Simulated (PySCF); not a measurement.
# triethylaluminum (C6H15Al): geometry, NMR shifts, electronic excitations and core binding energies

Aim: predict the NMR shifts, electronic excitations and core binding energies of triethylaluminum (C6H15Al) (`C[CH2][Al]([CH2]C)[CH2]C`).

The runs use PySCF 2.14.0, with density-fitted response routines of our own; the level of theory stands in each step. All values are computed, except where a source is named. Atoms are numbered from 0 throughout.

## 1. The molecule as given

22 atoms, charge 0, multiplicity 1; geometry from: GFN2-xTB.

Bonds of the start (Å): C0–C1 1.54, C1–Al2 2.01, Al2–C3 2.01, C3–C4 1.54, Al2–C5 2.01, C5–C6 1.54, C0–H7 1.09, C0–H8 1.09, C0–H9 1.09, C1–H10 1.10, C1–H11 1.10, C3–H12 1.10, C3–H13 1.10, C4–H14 1.09, C4–H15 1.09, C4–H16 1.09, C5–H17 1.10, C5–H18 1.10, C6–H19 1.09, C6–H20 1.09, C6–H21 1.09.

## 2. Relaxing the molecule at PBE0-D3(BJ)/def2-SVP

The job: settings as JSON, then the geometry in Å.

```
{"job": {"xc": "PBE0", "basis": "def2-SVP", "d3": "d3bj", "grid": 1, "kind": "geom"}, "charge": 0, "multiplicity": 1}
C      2.750807     0.687892     0.851262
C      2.019337     0.053178    -0.344738
Al     0.080977    -0.329050     0.029428
C     -0.648787    -2.142827    -0.444361
C     -2.148801    -2.311132    -0.156064
C     -1.049127     1.105523     0.875754
C     -0.901325     2.458888     0.156227
H      2.763135     0.004273     1.699493
H      3.782944     0.939341     0.602681
H      2.249490     1.600965     1.170664
H      2.143780     0.721452    -1.210083
H      2.543306    -0.873112    -0.625282
H     -0.466905    -2.367488    -1.506157
H     -0.097923    -2.925151     0.099251
H     -2.733057    -1.585695    -0.721055
H     -2.356465    -2.152239     0.901645
H     -2.497473    -3.309450    -0.424143
H     -0.768785     1.252625     1.930213
H     -2.114070     0.833728     0.901015
H     -1.435091     3.252564     0.681056
H      0.147873     2.746011     0.086417
H     -1.295080     2.397879    -0.857832
```

**Question.** This job is followed by: GIAO PBE0/pcSseg-1 NMR shielding, non-relativistic, gas phase; TDDFT CAM-B3LYP/def2-SVPD, vertical, gas phase, core orbitals frozen in the response; GIAO B97-2/pcSseg-1 NMR shielding, non-relativistic, gas phase; delta-SCF UKS SCAN, pcX-2 on the ionised atom, pcseg-1 elsewhere, spin-free X2C. Predict these results of the whole session: point group; rotational constants (main isotopes); 13C shifts against TMS (PBE0/pcSseg-1, means over atoms taken as alike); 1H shifts against TMS (PBE0/pcSseg-1, means over atoms taken as alike); 27Al shifts against AlH4- (PBE0/pcSseg-1); lowest singlet (CAM-B3LYP/def2-SVPD); brightest single state of those computed; lowest triplet; vertical ionisation energy (ΔSCF); C1s binding energies, SCAN/pcX-2; Al1s binding energies, SCAN/pcX-2; Al2p binding energies, SCAN/pcX-2; range of the shift of Al2.

The runs gave:

| quantity | value |
| --- | --- |
| point group | C1 |
| rotational constants (main isotopes) | 2.21, 1.28, 0.87 GHz |
| 13C shifts against TMS (PBE0/pcSseg-1, means over atoms taken as alike) | 10.3, 4.8 ppm |
| 1H shifts against TMS (PBE0/pcSseg-1, means over atoms taken as alike) | 1.16, 0.21 ppm |
| 27Al shifts against AlH4- (PBE0/pcSseg-1) | 239.2 ppm |
| lowest singlet (CAM-B3LYP/def2-SVPD) | 5.14 eV (241 nm), f = 0.000 |
| brightest single state of those computed | state 10, 7.96 eV, f = 0.093 |
| lowest triplet | 4.87 eV |
| vertical ionisation energy (ΔSCF) | 8.96 eV |
| C1s binding energies, SCAN/pcX-2 | C0 290.38, C1 289.33 eV |
| Al1s binding energies, SCAN/pcX-2 | Al2 1565.64 eV |
| Al2p binding energies, SCAN/pcX-2 | Al2 79.31 eV |
| range of the shift of Al2 | 228.5 to 239.2 ppm |

In words: Relaxing lowered the energy by 0.110 eV in 9 steps; the close pair that moved most is Al2–C3, from 2.012 to 1.972 Å. No frequency check was run at this level, so the end point may be a saddle. At PBE0/pcSseg-1: The largest span, 120 ppm, is at Al2, where the paramagnetic term is -551 ppm. The lowest singlet, at 5.14 eV, is HOMO→LUMO 0.96 and is dark; of the 10 states computed, the strongest absorption comes from states 3 to 4 together at 6.08 eV (the last state computed is bright too, and its partners may lie past the list). The lowest triplet lies 0.27 eV below the lowest singlet (triplets in Tamm-Dancoff, singlets in full TDDFT). ΔSCF puts the ionisation energy at 8.96 eV, 0.66 eV above −ε(HOMO). C0 (methyl carbon) binds its C1s electron 1.05 eV more tightly than C1 (sp3 CH2 bonded to Al). Across the 2 runs the shift of Al2 moves most, between 228.5 (B97-2/pcSseg-1) and 239.2 ppm (PBE0/pcSseg-1).
